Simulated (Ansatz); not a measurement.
Run this with the Ansatz DFT code, driven from Python and show what comes out.

The script reads `c2h3alo.xyz`:
```text
7

C    -1.90050   -1.12360   -0.26280
C    -0.97270   -0.44470    0.01890
Al    0.57630    0.58490    0.47930
O     2.32580    0.10030   -0.16120
H    -2.80740   -1.64510   -0.55070
H     0.47650    1.87710    1.44010
H     2.36320    0.58300   -1.00930
```

The script, `methods_c2h3alo.py`:
```python
import ansatz as az

mol = az.Crystal.molecule_from_extxyz("c2h3alo.xyz")

setup = mol.calculation().basis(gaussian="cc-pVDZ")

methods = ["mp2", "ccsd", "ccsd_t"]
batch = az.Session.batch([setup.correlation(m).input() for m in methods])
reports = sorted(batch.plan().execute().molecular_reports, key=lambda each: each["member"])
print(f"Hartree-Fock reference {reports[0]['reference_energy_ev'] / 27.211386246:.6f} Ha")
best = reports[-1]["free_energy_ev"] - reports[-1]["reference_energy_ev"]
for method, each in zip(methods, reports):
    gained = each["free_energy_ev"] - each["reference_energy_ev"]
    print(f"{method:8s} total {each['free_energy_ev'] / 27.211386246:.6f} Ha  correlation {gained:9.4f} eV  ({100 * gained / best:.1f} % of the last)")
```

```console
$ python methods_c2h3alo.py
Hartree-Fock reference -394.242609 Ha
mp2      total -394.742909 Ha  correlation  -13.6138 eV  (92.0 % of the last)
ccsd     total -394.768393 Ha  correlation  -14.3073 eV  (96.7 % of the last)
ccsd_t   total -394.786235 Ha  correlation  -14.7928 eV  (100.0 % of the last)
```

Total energies depend on the basis set; only differences at equal settings carry meaning. The geometry is a force-field or estimated start, not a minimum of this method, and the basis set is short of its limit. A lower total doesn't mark the better method: functionals have no common bound, and MP2 and coupled cluster aren't variational. Inner cores stay frozen, so this is valence correlation. For Al to Cl the sets with a tight d function, cc-pV(X+d)Z, are usual.

(Lines on the test bed's own set-up are left out of the output.)
